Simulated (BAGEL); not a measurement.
**AlPNH4OF (SMILES [NH2][Al]([F])[PH]O): a chain of runs**

Aim: the energy (HF/6-31G*), then the energy (NEVPT2(2,2)/6-31G*) of AlPNH4OF. 

The results are computed with BAGEL 1.2.2.

2 further runs of the same task are left out: 2 set aside as unsound or not needed.

### Step 1. The structure to begin with

The species is AlPNH4OF (9 atoms), meant as a singlet with charge 0. SMILES: `[NH2][Al]([F])[PH]O`. The coordinates come from a PBE0-D4/def2-TZVP relaxation. This is one conformer, not always the lowest.

Bond lengths: N1–Al2 1.755 Å, Al2–F3 1.652 Å, Al2–P4 2.334 Å, P4–O5 1.677 Å, N1–H6 1.007 Å, N1–H7 1.006 Å, P4–H8 1.430 Å, O5–H9 0.960 Å. Angles: N1–Al2–F3 119.8°, N1–Al2–P4 121.0°, F3–Al2–P4 119.0°, Al2–P4–O5 96.2°, Al2–N1–H6 122.5°, Al2–N1–H7 126.3°, Al2–P4–H8 92.8°, O5–P4–H8 100.3°, P4–O5–H9 109.0°, H6–N1–H7 111.1°.

### Step 2. A single-point energy at HF/6-31G(d) (density fitting with svp-jkfit, spherical functions) (run 1)

Input file input.json:

```json
{ "bagel": [

{
  "title": "molecule",
  "basis": "6-31gs.json",
  "df_basis": "svp-jkfit",
  "geometry": [
    { "atom": "N", "xyz": [     2.81420660,     1.89842075,    -0.35109222 ] },
    { "atom": "Al", "xyz": [     1.66752079,    -1.08262221,     0.53896879 ] },
    { "atom": "F", "xyz": [     3.60052164,    -3.16982471,     1.82549433 ] },
    { "atom": "P", "xyz": [    -2.49951429,    -2.26029953,    -0.29931372 ] },
    { "atom": "O", "xyz": [    -3.57136695,     0.66348473,    -0.89098697 ] },
    { "atom": "H", "xyz": [     1.68925264,     3.25543308,    -1.06937712 ] },
    { "atom": "H", "xyz": [     4.59527347,     2.53015620,    -0.13679727 ] },
    { "atom": "H", "xyz": [    -3.10517151,    -2.47591728,     2.32494895 ] },
    { "atom": "H", "xyz": [    -5.02308101,     0.55368975,    -1.97400791 ] }
  ]
},

{
  "title": "hf"
},

{
  "title": "print",
  "file": "orbitals.molden",
  "orbitals": true
}

]}
```

The basis set 6-31G* is read from a file made from the Basis Set Exchange's data (not shown).

Run with:

```console
$ BAGEL_NUM_THREADS=1 BAGEL input.json > input.out
```

The program printed:

```text
* using 1 threads per process

  ===============================================================
  ===============================================================

  *** Geometry ***

  { "atom" : "N", "xyz" : [      2.814207,      1.898421,     -0.351092 ] },
  { "atom" : "Al", "xyz" : [      1.667521,     -1.082622,      0.538969 ] },
  { "atom" : "F", "xyz" : [      3.600522,     -3.169825,      1.825494 ] },
  { "atom" : "P", "xyz" : [     -2.499514,     -2.260300,     -0.299314 ] },
  { "atom" : "O", "xyz" : [     -3.571367,      0.663485,     -0.890987 ] },
  { "atom" : "H", "xyz" : [      1.689253,      3.255433,     -1.069377 ] },
  { "atom" : "H", "xyz" : [      4.595273,      2.530156,     -0.136797 ] },
  { "atom" : "H", "xyz" : [     -3.105172,     -2.475917,      2.324949 ] },
  { "atom" : "H", "xyz" : [     -5.023081,      0.553690,     -1.974008 ] },

  Number of auxiliary basis functions:      559

  Since a DF basis is specified, we compute 2- and 3-index integrals:
    o Being stored without compression. Storage requirement is 0.033 GB

  Number of basis functions:       86
  Number of electrons      :       56

    * METHOD: MOLECULE                             0.36

  *** RHF ***

  === Nuclear Repulsion ===
   276.1511448130

      * DIIS with orbital gradients will be used.

  === RHF iteration (6-31gs.json) ===
      0       -813.40367461          0.02622673           0.13
      1       -813.65614014          0.01715848           0.12
      2       -813.81445294          0.00146998           0.12
      3       -813.81692413          0.00045275           0.12
      4       -813.81711904          0.00015381           0.12
      5       -813.81715192          0.00003994           0.12
      6       -813.81715533          0.00001231           0.12
      7       -813.81715570          0.00000320           0.12
      8       -813.81715571          0.00000133           0.12
      9       -813.81715571          0.00000050           0.12
     10       -813.81715571          0.00000016           0.12
     11       -813.81715571          0.00000008           0.12
     12       -813.81715571          0.00000002           0.12
     13       -813.81715571          0.00000001           0.12
    * SCF iteration converged.

    * Permanent dipole moment:
           (    0.321736,    -0.625139,     0.375631) a.u.

    * METHOD: HF                                   1.99

    * METHOD: PRINT                                0.01

  ===============================================================
```

Run time: 2.5 s. Hardware: 1 thread of Arm Neoverse V2, shared host; peak memory 0.15 GiB.

### Step 3. The energy at NEVPT2(2,2)/6-31G(d) (density fitting with svp-jkfit, spherical functions) (run 2)

Input file input.json:

```json
{ "bagel": [

{
  "title": "molecule",
  "basis": "6-31gs.json",
  "df_basis": "svp-jkfit",
  "geometry": [
    { "atom": "N", "xyz": [  2.81420660,  1.89842075, -0.35109222 ] },
    { "atom": "Al", "xyz": [  1.66752079, -1.08262221,  0.53896879 ] },
    { "atom": "F", "xyz": [  3.60052164, -3.16982471,  1.82549433 ] },
    { "atom": "P", "xyz": [ -2.49951429, -2.26029953, -0.29931372 ] },
    { "atom": "O", "xyz": [ -3.57136695,  0.66348473, -0.89098697 ] },
    { "atom": "H", "xyz": [  1.68925264,  3.25543308, -1.06937712 ] },
    { "atom": "H", "xyz": [  4.59527347,  2.53015620, -0.13679727 ] },
    { "atom": "H", "xyz": [ -3.10517151, -2.47591728,  2.32494895 ] },
    { "atom": "H", "xyz": [ -5.02308101,  0.55368975, -1.97400791 ] }
  ]
},
{ "title": "hf" },
{ "title": "nevpt2", "nstate": 1, "nact": 2, "nclosed": 27, "active": [15, 35], "maxiter": 200, "natocc": true, "ncore": 13 },
{ "title": "print", "file": "orbitals.molden", "orbitals": true }

]}
```

The basis set 6-31G* is read from a file made from the Basis Set Exchange's data (not shown).

Run with:

```console
$ BAGEL_NUM_THREADS=1 BAGEL input.json > input.out
```

The program printed:

```text
* using 1 threads per process

  ===============================================================
  ===============================================================

  *** Geometry ***

  { "atom" : "N", "xyz" : [      2.814207,      1.898421,     -0.351092 ] },
  { "atom" : "Al", "xyz" : [      1.667521,     -1.082622,      0.538969 ] },
  { "atom" : "F", "xyz" : [      3.600522,     -3.169825,      1.825494 ] },
  { "atom" : "P", "xyz" : [     -2.499514,     -2.260300,     -0.299314 ] },
  { "atom" : "O", "xyz" : [     -3.571367,      0.663485,     -0.890987 ] },
  { "atom" : "H", "xyz" : [      1.689253,      3.255433,     -1.069377 ] },
  { "atom" : "H", "xyz" : [      4.595273,      2.530156,     -0.136797 ] },
  { "atom" : "H", "xyz" : [     -3.105172,     -2.475917,      2.324949 ] },
  { "atom" : "H", "xyz" : [     -5.023081,      0.553690,     -1.974008 ] },

  Number of auxiliary basis functions:      559

  Since a DF basis is specified, we compute 2- and 3-index integrals:
    o Being stored without compression. Storage requirement is 0.033 GB

  Number of basis functions:       86
  Number of electrons      :       56

    * METHOD: MOLECULE                             0.36

  *** RHF ***

  === Nuclear Repulsion ===
   276.1511448130

      * DIIS with orbital gradients will be used.

  === RHF iteration (6-31gs.json) ===
      0       -813.40367461          0.02622673           0.13
      1       -813.65614014          0.01715848           0.12
      2       -813.81445294          0.00146998           0.12
      3       -813.81692413          0.00045275           0.12
      4       -813.81711904          0.00015381           0.12
      5       -813.81715192          0.00003994           0.12
      6       -813.81715533          0.00001231           0.12
      7       -813.81715570          0.00000320           0.12
      8       -813.81715571          0.00000133           0.12
      9       -813.81715571          0.00000050           0.12
     10       -813.81715571          0.00000016           0.12
     11       -813.81715571          0.00000008           0.12
     12       -813.81715571          0.00000002           0.12
     13       -813.81715571          0.00000001           0.12
    * SCF iteration converged.

    * Permanent dipole moment:
           (    0.321736,    -0.625139,     0.375631) a.u.

    * METHOD: HF                                   2.00

    * freezing 13 orbitals
  ---------------------------
      CASSCF calculation
  ---------------------------

    ==== Active orbitals : =====
         Orbital 15
         Orbital 35
    ============================

    * nstate   :      1
    * nclosed  :     27
    * nact     :      2
    * nvirt    :     57
  === CASSCF iteration (6-31gs.json) ===

    * Using the second-order algorithm

      0  0      -813.81730040     3.61e-05      0.04

      1  0      -813.81970059     3.69e-04      0.50

      2  0      -813.83442512     7.54e-04      0.58

      3  0      -813.83786629     2.74e-04      0.74

      4  0      -813.83810517     9.63e-05      0.73

      5  0      -813.83811473     3.75e-05      0.74

      6  0      -813.83811518     1.35e-05      0.72

      7  0      -813.83811522     4.64e-06      0.79

      8  0      -813.83811523     1.56e-06      0.81

      9  0      -813.83811523     5.24e-07      0.77

     10  0      -813.83811523     1.75e-07      0.73

     11  0      -813.83811523     5.82e-08      0.67

     12  0      -813.83811523     1.94e-08      0.63

     13  0      -813.83811523     6.44e-09      0.57

    * Second-order optimization converged. *

     guess   0:   closed 1.                   open ..

  === FCI iteration ===

      0  0      -813.81690742     1.06e-01      0.00
      1  0      -813.83808199     3.23e-03      0.00
      2  0 *    -813.83811523     5.30e-16      0.00

     * ci vector, state   0, <S^2> = 0.0000
       2.     0.9950646402
       .2    -0.0992288356

  === DF-NEVPT2 calculation ===

    * 3-index integral transformation done
    * assembly done

      NEVPT2 correlation energy:   -0.6452141295      0.18

          (+0)     -0.5719392315
          (+0)'    -0.0347338943
          (+1)     -0.0045918800
          (+1)'    -0.0000000000
          (+2)     -0.0004881249
          (-1)     -0.0288341243
          (-1)'     0.0000000000
          (-2)     -0.0046268745

      NEVPT2 total energy:       -814.4833293556

    * METHOD: NEVPT2                               9.70

    * METHOD: PRINT                                0.01

  ===============================================================
```

Run time: 12 s. Hardware: 1 thread of Arm Neoverse V2, shared host; peak memory 0.15 GiB.

### Step 4. Summary of results

| quantity | value |
| --- | --- |
| run 1, HF/6-31G*: total energy | -813.81716 Eh |
| run 1, HF/6-31G*: dipole moment | 2.03 D |
| run 1, HF/6-31G*: HOMO energy | -9.41 eV |
| run 1, HF/6-31G*: LUMO energy | 2.72 eV |
| run 1, HF/6-31G*: HOMO–LUMO gap | 12.13 eV |
| run 2, NEVPT2(2,2)/6-31G*: total energy | -814.48333 Eh |
